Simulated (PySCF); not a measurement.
# BF2GeH3: the cost of one run

The runs use PySCF 2.14.0, with density-fitted response routines of our own; the level of theory stands in each step. All values are computed, except where a source is named. Atoms are numbered from 0 throughout.

**1. Starting geometry**

7 atoms, charge 0, multiplicity 1; geometry from: PBE0-D3(BJ)/def2-SVP.

Bonds of the start (Å): F0–B1 1.32, B1–F2 1.32, B1–Ge3 2.07, Ge3–H4 1.54, Ge3–H5 1.54, Ge3–H6 1.54.

**2. Core holes by ΔSCF: SCAN, X2C**

Job settings and geometry (Å):

```
{"job": {"kind": "xps"}, "charge": 0, "multiplicity": 1}
F      1.554546     1.040329    -0.179130
B      0.914075    -0.111355    -0.170808
F      1.646119    -1.194703    -0.335320
Ge    -1.138382    -0.260401     0.094528
H     -1.435576    -0.862374     1.480922
H     -1.733956    -1.206292    -0.963625
H     -1.823719     1.111367    -0.006695
```

With the program's defaults for keys left out, this is: delta-SCF UKS SCAN, pcX-2 on the ionised atom, pcseg-1 elsewhere, spin-free X2C.

Command:

```console
> OMP_NUM_THREADS=1 python probes_run.py task.json out
```

One launch serves the whole session: the jobs run in the order shown.

Q: Estimate the wall time and peak memory of this first job on 1 thread of Arm Neoverse V1, shared host.

About 6.8 s, with a peak of 0.36 GiB.
